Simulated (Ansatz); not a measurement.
# GeC (singlet): the correlation ladder at distance Ge1–C2 = 2.123 Å, cc-pVDZ

How much of the correlation energy of GeC (singlet) does each wave-function method recover here?

Computed with Ansatz 0.2.0, Gaussian basis. Level: cc-pVDZ, core rule «outside noble gas», up to 15 orbitals frozen.

To be run: UHF; CCSD(T) on RHF; CCSD(T) on UHF; BCCD(T) on RHF; CISD; CCSDT(Q) on RHF; CCSDT(Q) on UHF; CCSDTQ on RHF; CCSDTQ on UHF; CASSCF and MRCISD+Q, 2 electrons in 2 orbitals; CASSCF and NEVPT2, 2 electrons in 2 orbitals; CASSCF and MRCISD+Q, 8 electrons in 8 orbitals; CASSCF and NEVPT2, 8 electrons in 8 orbitals; Full CI.

11 further runs of the same task are left out: 4 for a known fault of the program, 7 that didn't finish.

## 1. The system

The geometry derives from a PBE0/def2-TZVP stationary point (not a proven minimum). One bond is set to the value named and the two fragments are kept rigid. No spin-orbit coupling is included. The filled d shell of Ge may be among the frozen orbitals whatever the setting's name suggests; the logs give the count.

2 atoms, charge 0, spin multiplicity 1.

Atoms are counted from 1 here; the program's logs count them from 0.

Bond lengths: Ge1–C2 2.123 Å.

As a file:

```xyz
2
charge 0, multiplicity 1
Ge    0.0000    0.0000    0.0000
C     0.0000    0.0000    2.1230
```

## 2. UHF

Input file in.yaml:

```yaml
crystal:
  periodic: [false, false, false]
  atoms:
    - {symbol: Ge, position_ang: [0.000000, 0.000000, 0.000000]}
    - {symbol: C, position_ang: [0.000000, 0.000000, 2.123000]}
basis:
  gaussian: {orbitals: cc-pVDZ}
magnetization: {spin_polarized: true, initial_magnetization: 0}
hamiltonian: {xc: hf}
output: {orbitals: {seedname: orbitals}}
```

Command:

```sh
$ ansatz run in.yaml --threads 1 --pin off --events-out ev --progress --plain --max-ram 4096MiB --backend cpu
```

After this run come: CCSD(T) on RHF; CCSD(T) on UHF; BCCD(T) on RHF; CISD; CCSDT(Q) on RHF; CCSDT(Q) on UHF; CCSDTQ on RHF; CCSDTQ on UHF; CASSCF and MRCISD+Q, 2 electrons in 2 orbitals; CASSCF and NEVPT2, 2 electrons in 2 orbitals; CASSCF and MRCISD+Q, 8 electrons in 8 orbitals; CASSCF and NEVPT2, 8 electrons in 8 orbitals; Full CI.

Q: Predict the results of all the runs planned. Wanted: FCI below the RHF energy; RMP2 from FCI; UMP2 from FCI; RCCSD from FCI; RCCSD(T) from FCI; UCCSD(T) from FCI; RCCSDT(Q) from FCI; T1 diagnostic; effectively unpaired electrons.

As calculated:

| quantity | value |
| --- | --- |
| FCI below the RHF energy | -6.3259 eV |
| RMP2 from FCI | +33.23 kcal/mol |
| UMP2 from FCI | +23.82 kcal/mol |
| RCCSD from FCI | +11.58 kcal/mol |
| RCCSD(T) from FCI | +3.92 kcal/mol |
| UCCSD(T) from FCI | -4.05 kcal/mol |
| RCCSDT(Q) from FCI | +1.29 kcal/mol |
| levels within 1 kcal/mol (43 meV) | RCCSDTQ |
| T1 diagnostic | 0.024 |
| effectively unpaired electrons | 2.17 |

What this shows: RCCSD(T) lands +3.92 kcal/mol from the yardstick (2.7 % of the correlation energy). CCSD(T) misses by +3.92 kcal/mol on the restricted determinant and by -4.05 kcal/mol on the unrestricted one; the two need not hold the same state or core. UCCSD(T) falls below full CI: unrestricted runs freeze a spin-polarised core, another one than full CI's, and coupled cluster isn't variational. With 2.2 effectively unpaired electrons against 0 the state is strongly multireference. Coupled cluster took another determinant than the lowest Hartree-Fock one. These misses are within one basis, not against nature.
